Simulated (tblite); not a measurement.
# C3H10S3Si: the cost of one run

Programs: tblite 0.8.0 and PySCF 2.14.0, with density-fitted response routines of our own. Each step states its level of theory. These are calculated values for one molecule in the gas phase, unless marked as measured. Atoms are numbered from 0 throughout.

### 1 Starting geometry

17 atoms, charge 0, multiplicity 1; geometry from: force field or distance geometry start.

Bonds of the start (Å): C0–S1 1.82, S1–C2 1.82, C2–S3 1.79, S3–Si4 2.15, Si4–S5 2.13, S5–C6 1.82, C0–H7 1.11, C0–H8 1.10, C0–H9 1.12, C2–H10 1.11, C2–H11 1.10, Si4–H12 1.46, Si4–H13 1.47, C6–H14 1.10, C6–H15 1.09, C6–H16 1.11.

### 2 Optimising the geometry with GFN2-xTB

The job: settings as JSON, then the geometry in Å.

```
{"job": {"kind": "relax", "xc": "GFN2-xTB", "basis": "xTB"}, "charge": 0, "multiplicity": 1}
C     -3.879800     0.667600     0.199000
S     -2.641300     1.339300    -0.958400
C     -1.535800    -0.056300    -1.344100
S     -0.452500    -0.326500     0.054700
Si     1.477800     0.435100    -0.511600
S      2.386900     1.194100     1.264000
C      3.878400     0.184200     1.547700
H     -4.798800     1.281700     0.222000
H     -3.400900     0.536700     1.180200
H     -4.117500    -0.360100    -0.172600
H     -2.118800    -0.988400    -1.513400
H     -0.907500     0.127700    -2.224000
H      2.272400    -0.704000    -0.972700
H      1.304100     1.452300    -1.552300
H      4.195300     0.236000     2.603600
H      4.632200     0.532600     0.843100
H      3.698900    -0.890500     1.324800
```

Command:

```console
$ OMP_NUM_THREADS=1 python probes_run.py task.json out
```

The driver reads the jobs from task.json and runs them one after another.

Q: Estimate the wall time and peak memory of this first job on 1 thread of Arm Neoverse N1, shared host.

About 4 s, with a peak of 0.18 GiB.
